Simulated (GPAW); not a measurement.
BiS:

```
Bi S
1.0
     2.10927    1.21779    3.50049
    -2.10927    1.21779    3.50049
     0.00000   -2.43558    3.50049
Bi S
1 1
Direct
  0.00000 0.00000 0.00000
  0.50000 0.50000 0.50000
```

The cell was built by a generator and needn't be a form met in nature.

Base run:

| Quantity | Value |
| --- | --- |
| Program | GPAW 26.7.0 |
| Functional | LDA |
| Potentials or basis | the program's PAW data sets (release 1.2.1) made for this functional |
| Cutoff | 600 eV |
| Basis | pw |
| k mesh | 8 × 8 × 8 |
| Occupations | fermi-dirac, width 0.05 eV |
| Spin | no spin polarisation |

Its results: band gap on the k mesh none (metal or under the smearing width); pressure -5.7 GPa.

After a change of settings the same cell gave: band gap on the k mesh none (metal or under the smearing width); pressure -0.3 GPa. Which change was it?
A. functional from LDA to revPBE
B. functional from LDA to PBE; potentials or basis from the program's PAW data sets (release 1.2.1) made for this functional to GPAW PAW data sets (gpaw-data 1.2.1)
C. functional from LDA to r2SCAN; potentials or basis from the program's PAW data sets (release 1.2.1) made for this functional to GPAW PAW data sets (gpaw-data 1.2.1)
D. functional from LDA to PBEsol; potentials or basis from the program's PAW data sets (release 1.2.1) made for this functional to PAW data sets generated in the run's folder for this functional

A.

revPBE binds less tightly than LDA, so the same cell stands under more pressure.

Caveats: spin-orbit coupling is left out, which moves the levels of the heavy elements.

Not every run made on this cell is shown here.
